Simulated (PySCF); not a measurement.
# RbP+: from the state search to spectroscopic constants

One table from this session's results is given with a row withheld; the runs are named, their logs left out.

The runs use PySCF 2.14.0; Rb def2-SVP with ECP28, P def2-SVP, scalar-relativistic core potentials.

Set-up of the first run:

Settings of the job:

```yaml
atoms: Rb, P
charge: 1
basis: Rb def2-SVP with ECP28, P def2-SVP
Hamiltonian: scalar-relativistic core potentials
basis_functions: 42
electrons_treated: 23
masses_in_u: 84.9118, 30.9738
levels: PBE0, PBE, r²SCAN, PW91, B3LYP, PBEsol, ωB97X, HF, MP2, SCS-MP2, CCSD, CCSD(T)
grid: 80 radial by 434 angular points
occupations: held fixed by the projection of orbital angular momentum
dissociation_limit: Rb+ + P, each in its ground configuration
starting_distance_in_angstrom: 3.225
values_of_2S_to_try: 1, 3
```

Launch:

```
$ OMP_NUM_THREADS=1 python dia.py task.json out
```

Steps of the session up to this table: Set-up; The PBE0 curve of the state that the search chose; Excited determinants; PBE; r²SCAN (meta-GGA); PW91 (GGA); B3LYP (global hybrid GGA); PBEsol (GGA); ωB97X; UHF (mean field); MP2 and coupled cluster.

One of the session's tables, all rows but one given; the rest of the session is left out.

Energy (eV) from each level's lowest point:

| R (Å) | UHF | UHF-MP2 | UHF-SCS-MP2 | UHF-CCSD | UHF-CCSD(T) |
| --- | --- | --- | --- | --- | --- |
| 3.244 | 0.152 | 0.103 | 0.112 | n/a | n/a |
| 3.395 | 0.075 | 0.044 | 0.049 | 0.044 | 0.043 |
| 3.546 | 0.032 | 0.014 | 0.016 | 0.014 | 0.013 |
| 3.659 | 0.014 | 0.003 | 0.005 | 0.003 | 0.003 |
| 3.772 | 0.004 | 0.000 | 0.000 | 0.000 | 0.000 |
| 3.885 | ? | ? | ? | ? | ? |
| 4.036 | 0.000 | 0.007 | 0.005 | 0.007 | 0.008 |
| 4.225 | 0.006 | 0.018 | 0.015 | 0.018 | 0.019 |
| 4.451 | 0.017 | 0.032 | 0.028 | 0.032 | 0.034 |
| 4.753 | 0.031 | 0.050 | 0.045 | n/a | n/a |

Estimate the missing values for R (Å) = 3.885.

Worked estimate for «UHF». A straight line through the neighbours (3.772, 0.004) and (4.036, 0.000) gives 0.004 + (0.000 − 0.004) × (3.885 − 3.772) / (4.036 − 3.772) = 0.002; a parabola fitted to 4 rows on both sides gives 0.000.

The run gave: UHF: 0.000; UHF-MP2: 0.001; UHF-SCS-MP2: 0.000; UHF-CCSD: 0.001; UHF-CCSD(T): 0.001. In «UHF» the line misses by +0.002 and the parabola by 0.000.

To keep in mind: The bond is weak, and basis-set superposition, which was not computed, may be a sizeable part of it.
